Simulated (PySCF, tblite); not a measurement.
**C4H11Ge radical: geometry, infrared bands and EPR parameters**

Aim: predict the infrared bands and EPR parameters of C4H11Ge radical (`CC[C](C)[GeH3]`).

Computed with tblite 0.8.0 and PySCF 2.14.0, with density-fitted response routines of our own, on a single molecule in the gas phase. Atoms count from 0, in the outputs and in this text.

## 1. Starting geometry

16 atoms, charge 0, multiplicity 2; geometry from: force field or distance geometry start.

Bonds of the start (Å): C0–C1 1.48, C1–C2 1.53, C2–C3 1.52, C2–Ge4 1.94, C0–H5 1.09, C0–H6 1.13, C0–H7 1.14, C1–H8 1.13, C1–H9 1.11, C3–H10 1.08, C3–H11 1.11, C3–H12 1.13, Ge4–H13 1.57, Ge4–H14 1.54, Ge4–H15 1.53.

## 2. Geometry optimisation with GFN2-xTB

Job settings and geometry (Å):

```
{"job": {"kind": "relax", "xc": "GFN2-xTB", "basis": "xTB"}, "charge": 0, "multiplicity": 2}
C     -2.013300     0.390400     0.257700
C     -0.888700    -0.521300     0.565500
C      0.337200    -0.337800    -0.323400
C      1.334500    -1.362700     0.181100
Ge     1.175200     1.386300    -0.022800
H     -1.904300     1.008700    -0.639200
H     -2.951200    -0.213800     0.057200
H     -2.290100     0.997300     1.178000
H     -0.554600    -0.467300     1.646000
H     -1.243500    -1.569400     0.446700
H      2.281100    -1.244500    -0.333900
H      0.877600    -2.370300     0.115800
H      1.497900    -1.088500     1.264600
H      2.730100     1.156800    -0.053600
H      0.750500     1.908500     1.362800
H      0.854100     2.336500    -1.178900
```

The run is started by

```sh
$ OMP_NUM_THREADS=1 python probes_run.py task.json out
```

This one command runs all jobs of the session in turn.

What it wrote:

```text
step      E/eV     max force
  0    -434.71101    3.025
  1    -434.95633    1.404
  2    -435.06583    0.782
  3    -435.14850    0.756
  4    -435.20312    0.783
  5    -435.24935    0.631
  6    -435.29391    0.649
  7    -435.34244    0.695
  8    -435.38618    0.569
  9    -435.41809    0.490
 10    -435.44187    0.538
 11    -435.46311    0.583
 12    -435.48818    0.517
 13    -435.51467    0.371
 14    -435.53585    0.368
 15    -435.55354    0.367
 16    -435.57516    0.413
 17    -435.60015    0.351
 18    -435.62249    0.317
 19    -435.63772    0.298
 20    -435.64828    0.236
 21    -435.65666    0.229
 22    -435.66522    0.229
 23    -435.67267    0.191
 24    -435.67707    0.186
 25    -435.67961    0.172
 26    -435.68158    0.158
 27    -435.68319    0.136
 28    -435.68491    0.118
 29    -435.68698    0.128
 30    -435.68958    0.131
 31    -435.69167    0.123
 32    -435.69447    0.153
 33    -435.69761    0.171
 34    -435.70239    0.217
 35    -435.70930    0.266
 36    -435.71811    0.261
 37    -435.72693    0.233
 38    -435.73328    0.194
 39    -435.73870    0.207
 40    -435.74325    0.285
 41    -435.74984    0.190
 42    -435.75560    0.137
 43    -435.75742    0.099
 44    -435.75922    0.108
 45    -435.76125    0.118
 46    -435.76325    0.117
 47    -435.76468    0.100
 48    -435.76586    0.121
 49    -435.76712    0.109
 50    -435.76857    0.088
 51    -435.76986    0.063
 52    -435.77057    0.068
 53    -435.77131    0.066
 54    -435.77216    0.085
 55    -435.77302    0.088
 56    -435.77368    0.053
 57    -435.77418    0.059
 58    -435.77466    0.053
 59    -435.77516    0.057
 60    -435.77566    0.053
 61    -435.77606    0.040
 62    -435.77633    0.047
 63    -435.77652    0.041
 64    -435.77669    0.035
 65    -435.77684    0.030
 66    -435.77701    0.030
 67    -435.77720    0.043
 68    -435.77749    0.047
 69    -435.77786    0.046
 70    -435.77833    0.053
 71    -435.77889    0.054
 72    -435.77953    0.052
 73    -435.78015    0.050
 74    -435.78068    0.043
 75    -435.78111    0.046
 76    -435.78152    0.054
 77    -435.78199    0.051
 78    -435.78256    0.050
 79    -435.78309    0.077
 80    -435.78352    0.049
 81    -435.78382    0.035
 82    -435.78412    0.030
 83    -435.78439    0.034
 84    -435.78462    0.031
 85    -435.78483    0.037
 86    -435.78509    0.039
 87    -435.78537    0.044
 88    -435.78577    0.051
 89    -435.78610    0.043
 90    -435.78632    0.033
 91    -435.78648    0.029
 92    -435.78679    0.046
 93    -435.78708    0.046
 94    -435.78731    0.034
 95    -435.78747    0.033
 96    -435.78764    0.027
 97    -435.78782    0.039
 98    -435.78796    0.026
 99    -435.78803    0.018
100    -435.78807    0.016
101    -435.78811    0.017
102    -435.78814    0.018
103    -435.78816    0.009
```

It took 0.69 s on 1 thread of Intel Xeon at 2.70GHz, shared host.

The steps of the relaxation: (not every step is listed)

```csv
step,energy from step 0 (eV),largest force (eV/Å)
0,0.0000,3.0255
1,-0.2453,1.4039
2,-0.3548,0.7824
3,-0.4375,0.7558
4,-0.4921,0.7834
5,-0.5383,0.6307
6,-0.5829,0.6494
7,-0.6314,0.6953
8,-0.6752,0.5690
17,-0.8891,0.3509
26,-0.9706,0.1582
35,-0.9983,0.2661
44,-1.0482,0.1077
53,-1.0603,0.0665
62,-1.0653,0.0465
71,-1.0679,0.0544
80,-1.0725,0.0485
89,-1.0751,0.0426
98,-1.0770,0.0265
99,-1.0770,0.0178
100,-1.0771,0.0158
101,-1.0771,0.0172
102,-1.0771,0.0179
103,-1.0772,0.0091
```

Close pairs (by a distance rule), those that changed most:

```csv
bond,before (Å),after (Å),change (Å)
Ge4–H13,1.572,1.495,-0.077
C0–H7,1.137,1.090,-0.047
C0–H6,1.134,1.088,-0.045
C0–C1,1.480,1.522,+0.042
C1–C2,1.525,1.490,-0.035
C3–H12,1.130,1.095,-0.035
Ge4–H14,1.540,1.506,-0.034
C1–H8,1.132,1.100,-0.032
```

The next job starts from the end point, and lists it.

## 3. Infrared spectrum with GFN2-xTB

Job settings and geometry (Å):

```
{"job": {"kind": "ir", "xc": "GFN2-xTB", "basis": "xTB"}, "charge": 0, "multiplicity": 2}
C     -1.949317     0.443936     0.234426
C     -0.958936    -0.645732     0.619873
C      0.455988    -0.313644     0.291833
C      1.420534    -1.446767     0.329315
Ge     1.073756     1.484726     0.006670
H     -1.918721     0.618656    -0.839298
H     -2.962084     0.156888     0.509985
H     -1.702706     1.375980     0.742229
H     -1.044888    -0.836260     1.700170
H     -1.236516    -1.586168     0.127280
H      2.427398    -1.114522     0.082849
H      1.131814    -2.232570    -0.375080
H      1.443163    -1.913316     1.319369
H      2.522288     1.436908    -0.360948
H      0.951763     2.372576     1.217171
H      0.338867     2.208252    -1.082286
```

What it wrote:

```text
mode    cm-1     km/mol
  1      42.5      0.02
  2      93.2      2.03
  3     129.1      0.67
  4     178.5      1.32
  5     213.6      2.85
  6     269.4      2.09
  7     282.2      2.32
  8     398.5      4.71
  9     477.6     91.39
 10     519.9     14.77
 11     548.9    104.87
 12     783.4      5.50
 13     799.1    400.07
 14     842.7    124.77
 15     873.5    111.24
 16     922.0      1.65
 17     970.7      1.70
 18    1026.7      4.21
 19    1048.9      0.14
 20    1089.7      0.44
 21    1173.8      5.44
 22    1225.2      1.37
 23    1233.6      1.43
 24    1335.1      0.79
 25    1398.0      4.23
 26    1405.5      4.28
 27    1460.1      3.49
 28    1464.7      2.57
 29    1482.4      5.01
 30    1489.7      4.30
 31    1495.0      4.39
 32    1925.5    270.11
 33    1985.4    416.41
 34    2055.7    469.33
 35    2843.3     38.28
 36    2906.4     44.03
 37    2910.7     30.81
 38    2944.6     47.40
 39    3002.5     44.08
 40    3013.7     25.70
 41    3022.5     39.08
 42    3027.9     35.33
```

It took 0.55 s on 1 thread of Intel Xeon at 2.70GHz, shared host.

The strongest bands and the atoms that carry them (share of the mass-weighted mode):

```csv
cm⁻¹,km/mol,atoms
478,91.4,"H14 47 %, H15 30 %, H13 11 %"
549,104.9,"H13 35 %, H15 25 %, H14 14 %"
799,400.1,"H13 40 %, H15 30 %, H14 26 %"
843,124.8,"H13 54 %, H15 22 %, H14 20 %"
874,111.2,"H14 45 %, H15 43 %, H13 10 %"
1926,270.1,H14 80 %
1985,416.4,"H15 75 %, H14 15 %"
2056,469.3,"H13 81 %, H15 14 %"
```

## 4. g tensor and hyperfine couplings: B3LYP/def2-TZVP-core+pcH-1

The job, as its differences from that of step 3:

```diff
@@ -1,2 +1,2 @@
-{"job": {"kind": "ir", "xc": "GFN2-xTB", "basis": "xTB"}, "charge": 0, "multiplicity": 2}
+{"job": {"kind": "epr", "basis": "pcH-1"}, "charge": 0, "multiplicity": 2}
 C     -1.949317     0.443936     0.234426
```

With the program's defaults for keys left out, this is: UKS B3LYP, def2-TZVP-core on Ge, pcH-1 on C H, non-relativistic, mean-field spin-orbit, GIAO.

What it wrote:

```text
UKS, coarse grid
  cycle   1  E = -2235.96649803  |g| = 1.34e+00
  cycle   2  E = -2235.91715616  |g| = 8.92e-01
  cycle   3  E = -2236.03742852  |g| = 3.56e-01
  cycle   4  E = -2236.06664725  |g| = 4.61e-02
  cycle   5  E = -2236.06767807  |g| = 1.42e-02
  cycle   6  E = -2236.06777163  |g| = 2.08e-03
  cycle   7  E = -2236.06777536  |g| = 1.07e-03
  cycle   8  E = -2236.06777505  |g| = 7.02e-04
UKS, final grid
  cycle   1  E = -2236.06774375  |g| = 4.44e-04
  cycle   2  E = -2236.06774370  |g| = 5.35e-04
  cycle   3  E = -2236.06774384  |g| = 5.35e-05
  cycle   4  E = -2236.06774385  |g| = 3.10e-05
  cycle   5  E = -2236.06774385  |g| = 9.58e-06
E = -2236.06774385 Eh   <S^2> = 0.7544 (exact 0.7500)
g shifts (ppm)      1          2          3
  rmc          -137       -137       -137
  gc             27         -4         31
  oz_so       -2119       -393        523
  total       -2229       -533        417
hyperfine (MHz)  atom isotope    a_iso     a_fc   dipolar eigenvalues
    0   13C       6.18       6.18     -1.21     -0.97      2.18
    1   13C     -29.35     -29.35     -1.90     -0.13      2.03
    2   13C      94.42      94.66    -76.50    -74.74    151.24
    3   13C     -31.06     -31.07     -2.14     -0.01      2.15
    4  73Ge      22.34      22.68     -0.97     -0.75      1.72
    5    1H      -1.63      -1.63     -3.19     -2.65      5.85
    6    1H      -2.10      -2.10     -1.67     -1.52      3.19
    7    1H      -1.68      -1.68     -2.62     -2.57      5.19
    8    1H     119.89     119.89     -5.00     -3.46      8.46
    9    1H      59.05      59.05     -4.51     -4.04      8.55
   10    1H       2.86       2.86     -4.86     -3.74      8.60
   11    1H      96.12      96.12     -4.66     -4.05      8.71
   12    1H     112.21     112.21     -4.80     -3.40      8.20
   13    1H      -1.98      -1.97     -3.03     -2.42      5.44
   14    1H      74.55      74.56     -2.47     -2.15      4.62
   15    1H      48.09      48.10     -2.80     -2.12      4.92
```

Run time: 2.8 min. Hardware: 1 thread of Intel Xeon at 2.70GHz, shared host; peak memory 1.2 GiB.

Principal g values 2.00009, 2.00179, 2.00274; g(iso) = 2.00154, against 2.00232 for a free electron.

Hyperfine couplings; where a row names several nuclei, a(iso) is their mean (it holds for fast rotation or exchange) and the dipolar term the largest among them:

```csv
nuclei,isotope,a(iso) (MHz),"a(iso) (G, at g = 2.0023)",largest dipolar term (MHz)
C2,13C,94.4,33.7,151.2
"H8, H9",1H,89.5,31.9,8.5
"H10, H11, H12",1H,70.4,25.1,8.7
"H13, H14, H15",1H,40.2,14.4,5.4
C3,13C,-31.1,-11.1,2.2
C1,13C,-29.3,-10.5,2.0
Ge4,73Ge,22.3,8.0,1.7
C0,13C,6.2,2.2,2.2
"H5, H6, H7",1H,-1.8,-0.6,5.8
```

Mulliken spin populations:

C0 0.01; C1 -0.08; C2 0.95; C3 -0.09; Ge4 -0.03; H5 0.00; H6 0.00; H7 0.00; H8 0.06; H9 0.03; H10 0.00; H11 0.04; H12 0.05; H13 0.00; H14 0.04; H15 0.03

In first order the couplings over 0.8 MHz of 1H give 192 distinct lines over 184.2 G, if the averaged nuclei exchange fast.

The fields below are evaluated on a grid from the run's orbitals.

ELF in a plane through or near 8 of the atoms.

Ten even steps from ' ' (0.00) to '@' (1.00):
```
                                                        
                                                        
                                                        
            ++##%%++::........                          
          ++@@@@@@@@**::::----::..                      
          ##@@@@@@@@++..--..----::                      
          --@@@@@@@@..##==**..::..  ::==--..            
            ..==##**::--++--....  ::%%@@##--            
                    --**####==    ##@@@@##--            
        --@@@@@@##::==++--++++..::++++++++++--..        
        **@@@@@@@@++%%++::--%%**##%%..--@@@@@@##..      
        ::##%%%%**::++%%++##**++..%%**%%@@@@@@@@--      
            ::--****++--..::++++++==..--@@@@@@%%..      
            ..::**##++..  ..**%%##==    --****::        
                ::::..      ==****--                    
                            ..--::..                    
                                                        
                                                        
                                                        
                                                        
```
The map spans 11.0 Å across and 10.0 Å up, centred on the molecule. Atoms in the plane (x, y in Å): C0 (2.0, -0.1), C1 (0.7, -0.9), C2 (-0.5, -0.2), C3 (-1.8, -1.0), Ge4 (-0.6, 1.8), H6 (2.9, -0.7), H10 (-2.7, -0.3), H13 (-2.0, 2.2).

On the surface of density 0.002 e/bohr³ the electrostatic potential runs, from the 1st to the 99th percentile, from -0.15 to 0.63 V.

The spin density lies nearest to C2 67 %.

## 5. Outcome

```
                                 quantity                  value
strongest single infrared mode (GFN2-xTB)  2056 cm⁻¹, 469 km/mol
             zero-point energy (GFN2-xTB)          80.5 kcal/mol
                           g(iso) (B3LYP)                2.00154
                                     ⟨S²⟩     0.754 (exact 0.75)
       largest a(iso) (averaged by class)    13C on C2, 94.4 MHz
    surface potential, 1st and 99th percentile     -0.15 V and 0.63 V
```

**Reading.** The optimisation took 103 steps and gained 1.077 eV; among the close pairs (by a distance rule), Ge4–H13 changed most, from 1.572 to 1.495 Å. No mode is imaginary among the 42: a minimum at this level. The strongest single mode, at 2056 cm⁻¹, moves mainly H13. Unscaled tight-binding wavenumbers are off by several per cent, some by more. Its intensities can rank the bands wrongly. Most of the unpaired spin sits on C2 (0.95 e). The isotropic g lies 0.8 ppt below the free-electron value. The hyperfine terms hold no scalar relativity, which the heavier nuclei need.
